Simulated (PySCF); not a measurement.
**BiCl3(H2O): other functionals and bases at one geometry**

An exercise on one series of results from a longer session: the logs are not shown, and one member is left open.

Computed with PySCF 2.14.0. Level: several levels, as the steps say, no spin–orbit coupling.

1 further run of the same task is left out (for a known fault of the program).

## The starting structure

7 atoms, charge 0, spin multiplicity 1.

Bond lengths: Bi1–Cl2 2.488 Å, Bi1–Cl3 2.481 Å, Bi1–Cl4 2.488 Å, O5–H6 0.969 Å, O5–H7 0.969 Å. Angles: Cl2–Bi1–Cl3 97.3°, Cl2–Bi1–Cl4 98.4°, Cl3–Bi1–Cl4 97.3°, H6–O5–H7 104.0°.

As a file:

```
Bi   -0.9921   -0.2665    0.2665
Cl    0.3447    1.7193    0.9451
Cl   -0.0032   -1.8753    1.8753
Cl    0.3447   -0.9451   -1.7193
O    -1.5216    1.6038   -1.6038
H    -0.9718    2.3076   -1.2274
H    -0.9718    1.2274   -2.3076
```

Formal oxidation states: Bi +3. An earlier session relaxed this geometry at PBE0, Bi def2-SVP with ECP60, Cl def2-SVP, O def2-SVP, H def2-SVP (singlet, point group Cs).

At PBE0 on the finer grid: E = -1670.770444 Eh, HOMO -8.37 eV, LUMO -2.20 eV, Mulliken charge on Bi1 +0.97 e, largest force component 0.012 eV/Å. 

Levels to run: wB97X; HF; PBE0, TZVP. Hardware: 2 threads of Arm Neoverse V1, shared host.

The first run:

File run.py (the lines that set the calculation):

```python
mol = gto.M(atom='''
Bi    -0.99206    -0.26646     0.26646
Cl     0.34465     1.71932     0.94509
Cl    -0.00318    -1.87529     1.87529
Cl     0.34465    -0.94509    -1.71932
O     -1.52156     1.60375    -1.60375
H     -0.97181     2.30764    -1.22736
H     -0.97181     1.22736    -2.30764''',
    basis={'Bi': 'def2-SVP', 'Cl': 'def2-SVP', 'O': 'def2-SVP', 'H': 'def2-SVP'},
    ecp={'Bi': 'def2-SVP'},
    charge=0, spin=0)
mf = dft.RKS(mol, xc='WB97X')
mf.grids.atom_grid = (75, 302)
mf = mf.density_fit()  # fitting sets: Bi def2-universal-JKFIT, Cl def2-universal-JKFIT, O def2-universal-JKFIT, H def2-universal-JKFIT
mf.conv_tol = 1e-08; mf.max_cycle = 55
mf.kernel(dm0)  # dm0: the density of the relaxed state
```

On the command line:

```
OMP_NUM_THREADS=2 python run.py
```

Among the steps run: wB97X; HF; PBE0, TZVP.

One table of the session follows, with a row left open; its other results are not shown here.

| level | HOMO (eV) | gap (eV) | charge on Bi1 (e) | dipole (D) | largest force component (eV/Å) |
| --- | --- | --- | --- | --- | --- |
| PBE0 (relaxed here) | -8.37 | 6.16 | 0.97 | 4.08 | 0.01 |
| wB97X | -10.53 | 10.23 | 1.03 | 4.33 | 0.09 |
| HF | -11.02 | 11.92 | 1.27 | 4.53 | 1.36 |
| PBE0, TZVP | ? | ? | ? | ? | ? |

Estimate the missing values for PBE0, TZVP.

As computed: HOMO (eV): -8.62; gap (eV): 6.22; charge on Bi1 (e): 1.06; dipole (D): 3.96; largest force component (eV/Å): 0.52. In the column «HOMO (eV)» it lies between wB97X (-10.53) and PBE0 (relaxed here) (-8.37).

In one basis the HOMO–LUMO gap runs from 6.16 eV (PBE0) to 11.92 eV (HF). The largest leftover force, 1.36 eV/Å with HF, stands at a geometry relaxed at another level. Total energies of different levels can't be compared.
